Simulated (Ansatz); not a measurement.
# CH₇NSSi: up Jacob's ladder to CCSD(T)

How much do the methods differ for CH₇NSSi? The plan is to run it at one geometry with functionals of several rungs and with coupled cluster, and see how far each lands from CCSD(T) at the basis-set limit for the atomisation energy.

The runs use Ansatz 0.2.0, Gaussian basis; functionals in def2-TZVPP, the program's frozen cores in correlated methods.

Plan: PBE-D4, r2SCAN-D4, PBE0-D4, B3LYP-D4, ωB97X-V, ωB97M-V, B2PLYP; CCSD(T)/def2-TZVPP; MP2/def2-QZVPP; extrapolation to the limit.

## 1. Structure used throughout

All runs share one geometry, relaxed beforehand with PBE0-D4 in a triple-zeta def2 set.

SMILES `[SiH3]NCS`, 11 atoms, charge 0, spin multiplicity 1.

Atoms are counted from 1 here; the program's logs count them from 0.

Bond lengths: Si1–N2 1.728 Å, Si1–H5 1.490 Å, Si1–H6 1.485 Å, Si1–H7 1.486 Å, N2–C3 1.425 Å, N2–H8 1.009 Å, C3–S4 1.847 Å, C3–H9 1.091 Å, C3–H10 1.091 Å, S4–H11 1.344 Å. Angles: N2–Si1–H5 115.5°, N2–Si1–H6 106.9°, N2–Si1–H7 107.0°, H5–Si1–H6 108.2°, H5–Si1–H7 107.9°, H6–Si1–H7 111.3°, Si1–N2–C3 123.6°, Si1–N2–H8 118.0°, C3–N2–H8 113.4°, N2–C3–S4 111.1°, N2–C3–H9 109.5°, N2–C3–H10 111.1°, S4–C3–H9 108.4°, S4–C3–H10 108.1°, H9–C3–H10 108.6°, C3–S4–H11 97.1°.

## 2. PBE-D4 (GGA)

File in.yaml:

```yaml
crystal:
  periodic: [false, false, false]
  atoms:
    - {symbol: Si, position_ang: [-0.626969, 1.573617, -0.008806]}
    - {symbol: N, position_ang: [-0.299707, 0.045950, 0.729240]}
    - {symbol: C, position_ang: [0.660623, -0.881577, 0.230046]}
    - {symbol: S, position_ang: [-0.043824, -1.892266, -1.145580]}
    - {symbol: H, position_ang: [-1.405580, 1.519675, -1.278158]}
    - {symbol: H, position_ang: [-1.399621, 2.373019, 0.975579]}
    - {symbol: H, position_ang: [0.685618, 2.204663, -0.303475]}
    - {symbol: H, position_ang: [-1.035949, -0.388915, 1.264473]}
    - {symbol: H, position_ang: [1.527411, -0.338903, -0.150370]}
    - {symbol: H, position_ang: [0.992899, -1.562420, 1.015197]}
    - {symbol: H, position_ang: [1.010496, -2.709842, -1.307648]}
basis:
  gaussian: {orbitals: def2-TZVPP}
hamiltonian: {xc: pbe, dispersion: d4}
output: {forces: true, orbitals: {seedname: orbitals}}
```

Launch:

```sh
$ ansatz run in.yaml --threads 4 --pin off --events-out ev --progress --plain --max-ram 10444MiB
```

Further steps of the session: r2SCAN-D4 (meta-GGA); PBE0-D4 (hybrid); B3LYP-D4 (hybrid); ωB97X-V (range-separated); ωB97M-V (range-separated); B2PLYP (double hybrid); CCSD(T) in def2-TZVPP; MP2 in def2-QZVPP.

Before running them: what should the planned runs give, taken together? Wanted: atomisation energy, CCSD(T)/CBS; farthest; mean size of error, hybrid; mean size of error, range-separated; gap, smallest and largest; T1 diagnostic; triples share of the correlation energy.

**Answer**, as computed:

```
                               quantity                                  value
        atomisation energy, CCSD(T)/CBS                          3609.6 kJ/mol
 functionals within 18.0 kJ/mol (0.5 %)  r2SCAN-D4, PBE0-D4, B3LYP-D4, ωB97M-V
                               farthest                  B2PLYP (-48.8 kJ/mol)
             mean size of error, hybrid                            10.0 kJ/mol
    mean size of error, range-separated                            20.2 kJ/mol
              gap, smallest and largest   4.69 eV (PBE-D4), 11.27 eV (ωB97X-V)
                          T1 diagnostic                                 0.0107
triples share of the correlation energy                                  3.9 %
```

PBE-D4 misses by +35.4 kJ/mol. Double hybrids carry the basis error of their MP2 part in triple zeta, and no dispersion term here, so their miss is partly the set-up's. The reference freezes the cores and leaves out relativity and excitations past (T), so misses under about 18.0 kJ/mol can't be ranked. Hartree-Fock recovers 71 % of the binding; the rest is correlation. The gap grows from 4.7 to 11.3 eV across the functionals, mostly with the share of exact exchange.
